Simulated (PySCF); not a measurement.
# H4RhO4 (-2): ligand-field states

Wanted: ligand-field states for H4RhO4 (-2).

Computed with PySCF 2.14.0 and routines of our own; the level stands in each step. Atoms count from 0.

## Step 1: The system as given

9 atoms, charge -2, states of the metal's open shell are computed; geometry from: model start, shaken.

## Step 2: Geometry optimisation at PBE0-D3(BJ)/def2-TZVP

The job: settings as JSON, then the geometry in Å.

```
{"job": {"xc": "PBE0", "basis": "def2-TZVP", "d3": "d3bj", "grid": 1, "maxiter": 45, "solvent": "water", "kind": "geom"}, "charge": -2, "metal": "Rh", "open_shell": "d7"}
Rh     0.000020     0.004480    -0.004110
O      1.936640    -0.006820    -0.014870
H      2.490900     0.820100    -0.007380
O     -1.959310     0.007350     0.005350
H     -2.488420    -0.813960    -0.000440
O      0.010430     1.929840    -0.006860
H     -0.028520     2.470660     0.772370
O     -0.003530    -1.969010     0.004070
H      0.002350    -2.492800    -0.837750
```

Launch:

```console
$ OMP_NUM_THREADS=1 python lf_run.py task.json out
```

The driver reads the jobs from task.json and runs them one after another.

The program printed:

```text
step   0  E = -413.93846961  max force = 0.049244
step   1  E = -413.95544198  max force = 0.007895
step   2  E = -413.96030107  max force = 0.018441
step   3  E = -413.95923053  max force = 0.010659
step   4  E = -413.96231786  max force = 0.006144
step   5  E = -413.96294529  max force = 0.001624
step   6  E = -413.96299281  max force = 0.000790
step   7  E = -413.96308504  max force = 0.001414
step   8  E = -413.96314347  max force = 0.001987
step   9  E = -413.96328626  max force = 0.002394
step  10  E = -413.96334904  max force = 0.001539
step  11  E = -413.96340449  max force = 0.000368
step  12  E = -413.96341241  max force = 0.000727
step  13  E = -413.96340782  max force = 0.000638
step  14  E = -413.96341636  max force = 0.000174
optimisation converged
```

Run time: 7.1 min. Hardware: 1 thread of Arm Neoverse V2, shared host; peak memory 1.4 GiB.

Relaxation path: (the energy doesn't fall at every step)

| step | energy from step 0 (eV) | largest force component (eV/Å) |
| --- | --- | --- |
| 0 | 0.0000 | 2.5322 |
| 1 | -0.4618 | 0.4060 |
| 2 | -0.5941 | 0.9483 |
| 3 | -0.5649 | 0.5481 |
| 4 | -0.6489 | 0.3159 |
| 5 | -0.6660 | 0.0835 |
| 6 | -0.6673 | 0.0406 |
| 7 | -0.6698 | 0.0727 |
| 8 | -0.6714 | 0.1022 |
| 9 | -0.6753 | 0.1231 |
| 10 | -0.6770 | 0.0791 |
| 11 | -0.6785 | 0.0189 |
| 12 | -0.6787 | 0.0374 |
| 13 | -0.6786 | 0.0328 |
| 14 | -0.6788 | 0.0089 |

Distances of close pairs at the start and the end, largest changes first:

| bond | before (Å) | after (Å) | change (Å) |
| --- | --- | --- | --- |
| Rh0–O5 | 1.925 | 2.065 | +0.139 |
| Rh0–O7 | 1.974 | 2.064 | +0.090 |
| Rh0–O1 | 1.937 | 1.971 | +0.035 |
| O7–H8 | 0.991 | 0.961 | -0.031 |
| O1–H2 | 0.996 | 0.966 | -0.030 |
| Rh0–O3 | 1.959 | 1.971 | +0.012 |
| O5–H6 | 0.949 | 0.960 | +0.011 |
| O3–H4 | 0.977 | 0.966 | -0.011 |

The final coordinates are the input of the step that follows.

| at the end point | value |
| --- | --- |
| rotational constants (GHz, main isotopes) | 3.993, 3.185, 1.785 |
| ⟨S²⟩ | 0.756 |

## Step 3: Ligand-field states: state-averaged CASSCF in water

The job: settings as JSON, then the geometry in Å.

```
{"job": {"kind": "lf", "basis": {"metal": "x2c-TZVPall", "ligand": "x2c-SVPall"}, "nevpt": true, "solvent": "water"}, "charge": -2, "metal": "Rh", "open_shell": "d7"}
Rh     0.000000     0.000000     0.000000
O      1.969594     0.086378     0.002256
H      2.083815     1.043227     0.065175
O     -1.969443    -0.087858     0.002256
H     -2.077731    -1.046071    -0.055718
O      0.091710     2.062636    -0.001031
H     -0.455296     2.343376     0.736830
O     -0.090734    -2.061956    -0.001030
H      0.394679    -2.336684    -0.783013
```

With the program's defaults for keys left out, this is: state-averaged CASSCF of the metal d shell, SC-NEVPT2 on the averaged canonical orbitals, state-interaction spin-orbit coupling.

The program printed:

```text
basis functions 139, electrons 83, active (7e, 5o)
stage 1: DIIS on the effective Fock matrix, level shift 0.30
cycle   1  E = -5078.2547660801  dE = -5.078e+03  max|g| = 2.750e+00
cycle   2  E = -5081.1315187026  dE = -2.877e+00  max|g| = 1.427e+00
cycle   3  E = -5082.6253566345  dE = -1.494e+00  max|g| = 1.002e+00
cycle   4  E = -5083.0093131054  dE = -3.840e-01  max|g| = 1.978e-01
cycle   5  E = -5083.0315245710  dE = -2.221e-02  max|g| = 2.553e-02
cycle   6  E = -5083.0329766535  dE = -1.452e-03  max|g| = 1.387e-02
cycle   7  E = -5083.0332569644  dE = -2.803e-04  max|g| = 5.987e-03
cycle   8  E = -5083.0333466702  dE = -8.971e-05  max|g| = 3.520e-03
cycle   9  E = -5083.0333875413  dE = -4.087e-05  max|g| = 2.091e-03
cycle  10  E = -5083.0333950683  dE = -7.527e-06  max|g| = 1.086e-03
cycle  11  E = -5083.0333982483  dE = -3.180e-06  max|g| = 5.974e-04
cycle  12  E = -5083.0333994172  dE = -1.169e-06  max|g| = 4.421e-04
cycle  13  E = -5083.0333998503  dE = -4.332e-07  max|g| = 2.924e-04
cycle  14  E = -5083.0334000531  dE = -2.028e-07  max|g| = 1.896e-04
cycle  15  E = -5083.0334001217  dE = -6.860e-08  max|g| = 1.166e-04
cycle  16  E = -5083.0334001529  dE = -3.112e-08  max|g| = 6.777e-05
cycle  17  E = -5083.0334001659  dE = -1.307e-08  max|g| = 3.486e-05
cycle  18  E = -5083.0334001713  dE = -5.387e-09  max|g| = 2.223e-05
cycle  19  E = -5083.0334001732  dE = -1.916e-09  max|g| = 1.628e-05
cycle  20  E = -5083.0334001738  dE = -5.748e-10  max|g| = 1.089e-05
cycle  21  E = -5083.0334001741  dE = -2.728e-10  max|g| = 7.252e-06
converged average energy = -5083.0334001741

 mult deg   label        CASSCF/cm-1   NEVPT2/cm-1
   2   1   2H                  0.0           0.0
   2   1   2H               2567.7        4228.0
   2   1   2G               1404.1        4743.4
   2   1   2D               7446.3        7717.8
   4   1   4F              11021.1       17585.3
   4   1   4F              12968.4       20660.7
   4   1   4F              12632.6       20876.3
   4   1   4F              13910.2       23325.3
   4   1   4P              20074.0       27322.4
   2   1   2H              23365.6       28500.5
   4   1   4F              21758.0       30305.2
   2   1   2G              27030.9       31358.2
   2   1   2G              24289.2       31595.6
   2   1   2H              25388.8       31880.2
   2   1   2H              26628.3       32416.3
   2   1   2F              28211.2       32836.7
   2   1   2G              29049.9       33656.8
   2   1   2G              30201.3       36149.3
   2   1   2H              30943.7       36858.6
   2   1   2H              31385.5       37077.6
   2   1   2H              31817.5       37780.9
   2   1   2D              35193.5       40424.8
   2   1   2G              34351.3       41878.3
   2   1   2H              34175.7       41952.4
   2   1   2F              37876.6       43478.1
   4   1   4F              38494.4       49603.5
   2   1   2D              48276.3       54339.9
   4   1   4F              44387.3       55335.6
   4   1   4F              47138.4       59425.5
   2   1   2G              51688.2       60870.8
   2   1   2H              54494.1       62661.6
   2   1   2H              53091.3       63383.5
   2   1   2D              53606.0       64274.0
   2   1   2G              54774.6       64579.2
   2   1   2D              58419.1       65285.9
   2   1   2G              56872.5       66802.2
   4   1   4P              56684.0       66812.6
   2   1   2H              60373.8       69910.8
   2   1   2H              60604.3       70377.8
   2   1   2H              59635.4       70986.0
   2   1   2F              63557.3       73119.6
   2   1   2F              68258.9       75338.2
   2   1   2D              67022.2       76479.3
   2   1   2F              69518.8       77320.9
   2   1   2F              71085.8       79124.8
   2   1   2D              74403.7       80275.7
   2   1   2D              80018.9       85778.5
   2   1   2D              86892.4       92380.9
   2   1   2D              89273.9       94838.1
   2   1   2D              89241.7       95203.4

spin-orbit levels / cm-1
      0.00  x2  2H 0.94
   3717.45  x2  2H 0.62 2G 0.35
   5967.19  x2  2G 0.60 2H 0.32 2H 0.05
   8220.46  x2  2D 0.95 2H 0.03
  17504.85  x2  4F 0.88 4F 0.07
  17814.56  x2  4F 0.94 4F 0.03
  20179.93  x2  4F 0.44 4F 0.43 4F 0.08
  20817.75  x2  4F 0.56 4F 0.35 4F 0.04
  21477.18  x2  4F 0.58 4F 0.35 4F 0.05
  21724.94  x2  4F 0.46 4F 0.40 4F 0.09
  23882.91  x2  4F 0.91 4F 0.04
  24381.91  x2  4F 0.82 4F 0.11 4F 0.04
  27147.90  x2  4P 0.80 2G 0.06 4F 0.06
  27667.65  x2  4P 0.97
  28667.05  x2  2H 0.85 4P 0.06 2G 0.04
  30372.92  x2  4F 0.73 2G 0.12 4P 0.08
  30686.04  x2  4F 0.94
  31209.24  x2  2H 0.45 2G 0.28 2G 0.09
  31999.17  x2  2G 0.52 2H 0.17 2H 0.10
  32798.51  x2  2G 0.31 2H 0.23 2F 0.18
  33266.07  x2  2F 0.44 2G 0.14 2G 0.11
  33627.87  x2  2H 0.27 2G 0.27 2H 0.20
  34366.16  x2  2G 0.43 2F 0.24 2H 0.12
  36929.33  x2  2G 0.87 2G 0.05
  37384.74  x2  2H 0.84 2H 0.13
  37601.24  x2  2H 0.82 2H 0.11
  38255.01  x2  2H 0.97
  40835.67  x2  2D 0.94
  42296.13  x2  2G 0.63 2H 0.35
  42575.65  x2  2H 0.62 2G 0.34
```

Run time: 11 s. Hardware: 1 thread of Arm Neoverse V2, shared host; peak memory 0.65 GiB.

Warnings kept with the result: strongly covalent, metal-shell active space is small for this complex.

In short:

| quantity | value |
| --- | --- |
| spin-orbit constant ζ | 1160 cm⁻¹ |

Powder susceptibility:

| T (K) | χT (cm³ K/mol) | μ(eff) |
| --- | --- | --- |
| 2 | 0.592 | 2.18 |
| 5 | 0.593 | 2.18 |
| 10 | 0.594 | 2.18 |
| 20 | 0.596 | 2.18 |
| 30 | 0.598 | 2.19 |
| 50 | 0.602 | 2.19 |
| 75 | 0.607 | 2.20 |
| 100 | 0.612 | 2.21 |
| 150 | 0.623 | 2.23 |
| 200 | 0.633 | 2.25 |
| 250 | 0.643 | 2.27 |
| 300 | 0.654 | 2.29 |

The fields below are evaluated on a grid from the run's orbitals.

The spin density lies nearest to Rh0 89 %.

(Part 1 of 2 ends here.)
